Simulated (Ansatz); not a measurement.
# KNaBr2: the cost of one run

Computed with Ansatz 0.2.0 (DFT PBEsol, scalar-relativistic, plane waves, PAW, unless a step's input says otherwise).

1 further run of the same task is left out (it didn't finish).

## 1. The starting structure

The structure is trigonal, space group R-3m (No. 166). Conventional cell: a = 4.173 Å, b = 4.173 Å, c = 20.848 Å, α = 90.00°, β = 90.00°, γ = 120.00°. K (site symmetry -3m) is surrounded by 6 Cl at 3.09 Å. Around Na (site symmetry -3m) lie 6 Cl at 2.86 Å. Cl (site symmetry 3m) has 3 Na at 2.86 Å and 3 K at 3.09 Å as nearest neighbours.

Structure file:

```cif
data_structure
_symmetry_space_group_name_H-M 'P 1'
_symmetry_Int_Tables_number 1
_cell_length_a 7.3552
_cell_length_b 7.3552
_cell_length_c 7.3552
_cell_angle_alpha 32.957
_cell_angle_beta 32.957
_cell_angle_gamma 32.957
_cell_volume 104.79
loop_
_atom_site_label
_atom_site_type_symbol
_atom_site_fract_x
_atom_site_fract_y
_atom_site_fract_z
_atom_site_occupancy
K1 K 0.50000 0.50000 0.50000 1
Na1 Na 0.00000 0.00000 0.00000 1
Cl1 Cl 0.74047 0.74047 0.74047 1
Cl2 Cl 0.25953 0.25953 0.25953 1
```

The structure comes from the Materials Project (structure only).

## 2. One element swapped, cell strained: Cl → Br, first probe

Against the listed cell: Br takes all sites of Cl, and lengths are scaled by 1.038 as a first guess of the size; strain xx, yy, zz, yz, xz, xy = +3.7, +3.7, +6.7, +0.0, +0.0, +0.0 %; atoms moved by 0.15 Å root mean square, at most 0.21 Å.

input.yaml

```yaml
crystal:
  lattice:
    - [2.2451574644, 1.2962422665, 7.6949153965]
    - [-2.2451574644, 1.2962422665, 7.6949153965]
    - [0.0, -2.5924845329, 7.6949153965]
  atoms:
    - { symbol: K, position: [0.5, 0.5, 0.5] }
    - { symbol: Na, position: [0.0, 0.0, 0.0] }
    - { symbol: Br, position: [0.7506407465, 0.7506407465, 0.7506407465] }
    - { symbol: Br, position: [0.2493592535, 0.2493592535, 0.2493592535] }
basis:
  ecutwfc: 420
kpoints:
  mp_grid: { grid: [6, 6, 6] }
hamiltonian:
  xc: pbesol
scf:
  occupations: { method: gaussian, width: 0.1 }
output:
  forces: true
  stress: true
  eigenvalues: true
```

Started as:

```sh
$ ansatz run input.yaml --threads 1 --pin off --max-ram 1331MiB --backend cpu --events-out ev --progress --plain --runs-dir out
```

Q: Estimate wall time and peak memory on 1 thread of an x86-64 CPU, shared host.

About 9.4 s, with a peak of 0.42 GiB.
